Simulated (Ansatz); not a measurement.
# BH3NPS: shift of H5 from S1 to P2, part 2 of 2

How high is the barrier for the shift of H5 from S1 to P2? Relax the two ends, then run a nudged elastic band between them. SMILES of the start: SP1BN1.

Ansatz 0.2.0; RKS PBE-D4/6-31G*.

## Step 9: Images and barrier

The 5 inner images lie between the fixed ends 0 and 6. Energy is taken from image 0, and the path length is the program's own coordinate along the band.

| image | path (Å) | energy (eV) | H5–S1 (Å) | H5–P2 (Å) | band force (eV/Å) |
| --- | --- | --- | --- | --- | --- |
| 0 | 0.000 | 0.0000 | 1.36 | 2.77 | - |
| 1 | 0.863 | 0.1043 | 1.36 | 2.74 | 0.079 |
| 2 | 1.727 | 0.1314 | 1.36 | 2.69 | 0.239 |
| 3 | 2.590 | 0.2838 | 1.37 | 2.27 | 0.447 |
| 4* | 3.441 | 2.0092 | 1.85 | 1.53 | 0.307 |
| 5 | 4.039 | 0.8590 | 2.43 | 1.42 | 0.138 |
| 6 | 4.638 | 0.1952 | 2.86 | 1.43 | - |

The star marks the climbing image.

image, energy (eV) and a bar:
```
        0      0.000 
        1      0.104 ##
        2      0.131 ##
        3      0.284 ####
        4      2.009 ##############################
        5      0.859 #############
        6      0.195 ###
```

## Step 10: Dynamics from the top

It starts at the highest inner image of the first converged band: 200 steps of 0.5 fs at constant energy, with velocities drawn for 300 K.

The input, input.yaml:

```yaml
crystal:
  periodic: [false, false, false]
  atoms:
    - { symbol: S, position_ang: [-2.37511, -0.469309, -0.337697] }
    - { symbol: P, position_ang: [-0.567065, 0.538081, -0.505488] }
    - { symbol: B, position_ang: [0.815098, 0.565982, 0.904898] }
    - { symbol: "N", position_ang: [0.869719, -0.432319, -0.027811] }
    - { symbol: H, position_ang: [-1.28667, 0.065743, -1.752723] }
    - { symbol: H, position_ang: [1.295554, 0.996969, 1.909488] }
    - { symbol: H, position_ang: [1.309774, -1.333147, -0.236466] }
basis:
  gaussian: { orbitals: "6-31G*" }
hamiltonian:
  xc: pbe
  dispersion: d4
md:
  timestep: 0.5
  n_steps: 200
  ensemble: nve
  temperature: 300.0
  initial_velocities: maxwell_boltzmann
  seed: 10817
```

On the command line:

```
ansatz run input.yaml --threads 1 --pin off --max-ram 2048MiB --backend cpu --events-out ev --progress --plain --runs-dir out
```

The program printed (excerpt; [...] marks lines left out):

```text
Warning: RAYON_NUM_THREADS=1 ignored (pool sized by the plan → 1); use --threads N
[...]
Functional definition: PBE
[...]
873 factors; their error is unknown
[...]
mean field -22324.63787086 eV, -820.4153095710 hartree, gradient 4.2e-5 eV, S^2 0.000000; 0 other end points of the search recorded, 0 dependent functions left out
[...]
reference -22324.63790013 eV, -820.4153106466 hartree; 23, 23 occupied and 51, 51 virtual orbitals, 873 factors
[...]
md step    45: t =    22.50 fs  T =  1429.6 K  F+E_penalty+E_count = -22325.54117784 eV  E_kin = 0.923953 eV  conserved = -22324.61722506 eV  (30 SCF iters, 3 dispersion substeps)
[...]
md step    58: t =    29.00 fs  T =  1845.3 K  F+E_penalty+E_count = -22325.81803295 eV  E_kin = 1.192602 eV  conserved = -22324.62543110 eV  (29 SCF iters, 3 dispersion substeps)
md step    59: t =    29.50 fs  T =  1655.4 K  F+E_penalty+E_count = -22325.69510812 eV  E_kin = 1.069868 eV  conserved = -22324.62524041 eV  (31 SCF iters, 3 dispersion substeps)
```

## Step 11: The log goes on: dynamics from the highest image of the converged band

The log, continued (excerpt; [...] marks lines left out):

```text
md step    60: t =    30.00 fs  T =  1362.4 K  F+E_penalty+E_count = -22325.50257734 eV  E_kin = 0.880491 eV  conserved = -22324.62208601 eV  (31 SCF iters, 3 dispersion substeps)
[...]
md step    79: t =    39.50 fs  T =  1168.8 K  F+E_penalty+E_count = -22325.37261234 eV  E_kin = 0.755387 eV  conserved = -22324.61722561 eV  (32 SCF iters, 3 dispersion substeps)
[...]
md step   117: t =    58.50 fs  T =  1489.1 K  F+E_penalty+E_count = -22325.58434662 eV  E_kin = 0.962420 eV  conserved = -22324.62192636 eV  (30 SCF iters, 3 dispersion substeps)
[...]
md step   136: t =    68.00 fs  T =  1355.6 K  F+E_penalty+E_count = -22325.49393547 eV  E_kin = 0.876131 eV  conserved = -22324.61780491 eV  (30 SCF iters, 3 dispersion substeps)
md step   137: t =    68.50 fs  T =  1456.6 K  F+E_penalty+E_count = -22325.55934247 eV  E_kin = 0.941402 eV  conserved = -22324.61794041 eV  (31 SCF iters, 3 dispersion substeps)
```

## Step 12: The log goes on: dynamics from the highest image of the converged band

Output, continued (excerpt; [...] marks lines left out):

```text
md step   138: t =    69.00 fs  T =  1583.1 K  F+E_penalty+E_count = -22325.64125940 eV  E_kin = 1.023149 eV  conserved = -22324.61811088 eV  (33 SCF iters, 3 dispersion substeps)
[...]
md step   153: t =    76.50 fs  T =  1918.6 K  F+E_penalty+E_count = -22325.86229344 eV  E_kin = 1.240011 eV  conserved = -22324.62228255 eV  (30 SCF iters, 3 dispersion substeps)
[...]
Atom 3 at     0.828048    -0.460234     0.053125 Å, force     0.299316     0.377533    -1.626889 eV/Å
Atom 4 at    -2.197612    -1.273979    -1.472360 Å, force    -0.626004     1.060006     2.383091 eV/Å
Atom 5 at     0.280339     0.340631     2.283985 Å, force    -0.427755    -0.382488    -0.685492 eV/Å
Atom 6 at     1.656640    -0.600505    -0.559641 Å, force    -0.628441    -0.343388     1.205685 eV/Å
Dipole moment:     0.379342    -0.163259    -0.158158 e Å
```

Wall time 6.8 min (1 thread of Arm Neoverse V1, shared host); peak memory 0.25 GiB.

## Step 13: Frames and traces

The trajectory, every 8 steps (energies from step 0):

| time (fs) | T (K) | potential energy change (meV/atom) | total energy change (meV/atom) | H5–S1 (Å) | H5–P2 (Å) |
| --- | --- | --- | --- | --- | --- |
| 0.0 | 300 | 0.0 | 0.00 | 1.86 | 1.52 |
| 4.0 | 207 | 8.7 | 0.12 | 1.79 | 1.49 |
| 8.0 | 351 | -4.6 | 0.15 | 1.71 | 1.58 |
| 12.0 | 1241 | -86.8 | 0.16 | 1.51 | 1.80 |
| 16.0 | 2414 | -194.9 | 0.27 | 1.25 | 2.25 |
| 20.0 | 2447 | -198.4 | -0.18 | 1.53 | 2.95 |
| 24.0 | 1249 | -87.5 | 0.14 | 1.70 | 3.38 |
| 28.0 | 1875 | -145.9 | -0.45 | 1.44 | 3.37 |
| 32.0 | 1060 | -70.0 | 0.13 | 1.20 | 3.30 |
| 36.0 | 1351 | -96.9 | 0.08 | 1.58 | 3.61 |
| 40.0 | 1275 | -89.8 | 0.21 | 1.63 | 3.56 |
| 44.0 | 2309 | -186.1 | -0.67 | 1.30 | 3.09 |
| 48.0 | 2323 | -187.4 | -0.69 | 1.36 | 2.70 |
| 52.0 | 1096 | -73.2 | 0.25 | 1.64 | 2.48 |
| 56.0 | 1749 | -134.0 | -0.22 | 1.48 | 2.25 |
| 60.0 | 1098 | -72.8 | 0.88 | 1.18 | 2.19 |
| 64.0 | 1779 | -136.6 | -0.04 | 1.54 | 2.42 |
| 68.0 | 1356 | -97.3 | 0.13 | 1.66 | 2.69 |
| 72.0 | 2369 | -191.7 | -0.66 | 1.36 | 2.81 |
| 76.0 | 1906 | -148.7 | -0.45 | 1.30 | 3.07 |
| 80.0 | 1060 | -70.0 | 0.18 | 1.61 | 3.41 |
| 84.0 | 1370 | -98.7 | 0.12 | 1.56 | 3.35 |
| 88.0 | 1574 | -117.5 | 0.11 | 1.23 | 2.96 |
| 92.0 | 2336 | -188.5 | -0.53 | 1.44 | 2.92 |
| 96.0 | 1059 | -69.9 | 0.17 | 1.71 | 2.91 |
| 100.0 | 1062 | -70.2 | 0.09 | 1.59 | 2.67 |

time (fs), T (K) and a bar:
```
      0.0        300 #
      4.5        224 
      8.5        386 ##
     13.0       1676 #################
     17.5       2858 ##############################
     21.5       1749 #################
     26.0       1420 ##############
     30.5       1052 #########
     35.0       1597 ################
     39.0       1101 ##########
     43.5       2366 ########################
     48.0       2323 ########################
     52.0       1096 ##########
     56.5       1880 ###################
     61.0       1672 ################
     65.0       1460 ##############
     69.5       1731 #################
     74.0       1834 ##################
     78.5       1443 ##############
     82.5       1019 #########
     87.0       1911 ###################
     91.5       2359 ########################
     95.5       1180 ###########
    100.0       1062 ##########
```

Bonds that form or break, judged by distance (formed within 1.15 times the sum of covalent radii and held on average over 12 fs, broken when stretched by half; pairs already stretched at the start don't count as bonds):

| time (fs) | bond | event |
| --- | --- | --- |
| 12.0 | S1–H5 | forms |
| 15.0 | P2–H5 | breaks |

The last frame stands with the bonds of end A.

## Step 14: A trajectory let go at the top

It starts at the highest inner image of the first converged band: 200 steps of 0.5 fs at constant energy, with velocities drawn for 100 K.

Edit input.yaml of step 10 so:

```diff
@@ -19,4 +19,4 @@
   ensemble: nve
-  temperature: 300.0
+  temperature: 100.0
   initial_velocities: maxwell_boltzmann
-  seed: 10817
+  seed: 10818
```

On the command line:

```
ansatz run input.yaml --threads 1 --pin off --max-ram 2048MiB --backend cpu --events-out ev --progress --plain --runs-dir out
```

The program printed (excerpt; [...] marks lines left out):

```text
Warning: RAYON_NUM_THREADS=1 ignored (pool sized by the plan → 1); use --threads N
[...]
Functional definition: PBE
[...]
873 factors; their error is unknown
[...]
mean field -22324.63787086 eV, -820.4153095710 hartree, gradient 4.2e-5 eV, S^2 0.000000; 0 other end points of the search recorded, 0 dependent functions left out
[...]
reference -22324.63790013 eV, -820.4153106466 hartree; 23, 23 occupied and 51, 51 virtual orbitals, 873 factors
[...]
md step    75: t =    37.50 fs  T =   928.2 K  F+E_penalty+E_count = -22325.34670740 eV  E_kin = 0.599911 eV  conserved = -22324.74679670 eV  (31 SCF iters, 3 dispersion substeps)
[...]
md step    99: t =    49.50 fs  T =  1271.0 K  F+E_penalty+E_count = -22325.56983734 eV  E_kin = 0.821461 eV  conserved = -22324.74837633 eV  (30 SCF iters, 3 dispersion substeps)
md step   100: t =    50.00 fs  T =  1322.7 K  F+E_penalty+E_count = -22325.60343652 eV  E_kin = 0.854877 eV  conserved = -22324.74855974 eV  (31 SCF iters, 3 dispersion substeps)
```

## Step 15: More of the same log: dynamics from the highest image of the converged band

Output, continued (excerpt; [...] marks lines left out):

```text
md step   101: t =    50.50 fs  T =  1371.4 K  F+E_penalty+E_count = -22325.63513575 eV  E_kin = 0.886323 eV  conserved = -22324.74881314 eV  (31 SCF iters, 3 dispersion substeps)
[...]
md step   126: t =    63.00 fs  T =  1430.0 K  F+E_penalty+E_count = -22325.67238641 eV  E_kin = 0.924236 eV  conserved = -22324.74815001 eV  (31 SCF iters, 3 dispersion substeps)
[...]
Atom 3 at     1.050496    -0.513011    -0.033206 Å, force     0.037764     0.151168    -0.420635 eV/Å
Atom 4 at    -0.937371     1.263995    -1.653897 Å, force     1.319229    -0.141625     0.165122 eV/Å
Atom 5 at     1.048412     1.184435     1.753500 Å, force     0.273612    -0.287440    -0.238166 eV/Å
Atom 6 at     1.788445    -1.213414     0.116442 Å, force    -0.147657    -0.437505    -0.536427 eV/Å
Dipole moment:     0.800634     0.208970    -0.046547 e Å
```

Wall time 6.9 min (1 thread of Arm Neoverse V1, shared host); peak memory 0.25 GiB.

## Step 16: Frames and traces

One step in 11; energies are changes from step 0:

```
time (fs)  T (K)  potential energy change (meV/atom)  total energy change (meV/atom)  H5–S1 (Å)  H5–P2 (Å)
      0.0    100                                 0.0                            0.00       1.86       1.52
      5.5     71                                 2.7                            0.02       1.87       1.50
     11.0     81                                 1.8                            0.04       1.93       1.49
     16.5    428                               -30.2                            0.12       2.13       1.45
     22.0   1992                              -174.8                           -0.15       2.65       1.47
     27.5   1839                              -160.6                           -0.07       3.28       1.64
     33.0    975                               -80.8                            0.01       3.37       1.55
     38.5   1087                               -91.1                            0.08       3.10       1.33
     44.0   1362                              -116.6                           -0.07       3.09       1.65
     49.5   1271                              -108.2                           -0.06       2.75       1.63
     55.0   1064                               -88.7                            0.33       2.34       1.30
     60.5   1616                              -140.1                           -0.09       2.74       1.63
     66.0   1467                              -126.3                           -0.05       3.07       1.68
     71.5    842                               -68.5                            0.05       2.99       1.32
     77.0   1387                              -119.0                           -0.17       3.21       1.53
     82.5   1544                              -133.4                           -0.02       3.15       1.64
     88.0   1421                              -122.0                           -0.05       2.61       1.36
     93.5    629                               -48.8                           -0.02       2.46       1.50
     99.0    840                               -68.4                           -0.01       2.60       1.50
    100.0   1042                               -87.0                           -0.06       2.63       1.46
```

time (fs), T (K) and a bar:
```
      0.0        100 #
      4.5         58 
      8.5         47 
     13.0        146 #
     17.5        626 ########
     21.5       1841 #########################
     26.0       2178 ##############################
     30.5       1220 #################
     35.0        958 #############
     39.0       1211 ################
     43.5       1429 ###################
     48.0       1138 ###############
     52.0       1434 ####################
     56.5       1376 ###################
     61.0       1575 ######################
     65.0       1411 ###################
     69.5       1469 ####################
     74.0        864 ############
     78.5       1366 ###################
     82.5       1544 #####################
     87.0       1700 #######################
     91.5        837 ###########
     95.5        442 ######
    100.0       1042 ##############
```

The last frame stands with the bonds of end B.

## Step 17: Results

This closing draws on all 2 parts.

| quantity | value |
| --- | --- |
| end A | 9 moves, 1.227 eV lower |
| end B | 10 moves, 3.400 eV lower |
| first band: barrier forwards | 1.94 eV |
| first band: barrier backwards | 1.74 eV |
| first band: second end relative to first | +0.195 eV |
| first band: highest image | 4 of 0 to 6, climbing |
| first band: band iterations | 16 |
| imaginary modes at the top | 1147i cm⁻¹ |
| second band | top 2.009 eV above image 0, 8 iterations, 5 inner images |
| time, first and second band | 2.8 min and 92 s |
| trajectory at 300 K, after 100 fs | with the bonds of end A, at 1062 K |
| trajectory at 100 K, after 100 fs | with the bonds of end B, at 1042 K |

In the first band: the barrier from the first end is 1.94 eV, 75 times kT at 300 K, which at an assumed attempt frequency of 10^13 s⁻¹ means a rate near 10^-20 s⁻¹. Going back costs 1.74 eV, since the second end is 0.20 eV above the first. By distance, end A alone has S1–H5 and end B alone has P2–H5. One imaginary mode, as a first-order saddle point has. The second band's top lies 72 meV above the first's. As for the second band: the force threshold is loose, so the band stops early. Zero-point energy and entropy are left out. Tunnelling, which matters where hydrogen moves, is missing too. Semilocal functionals tend to give barriers that are too low.
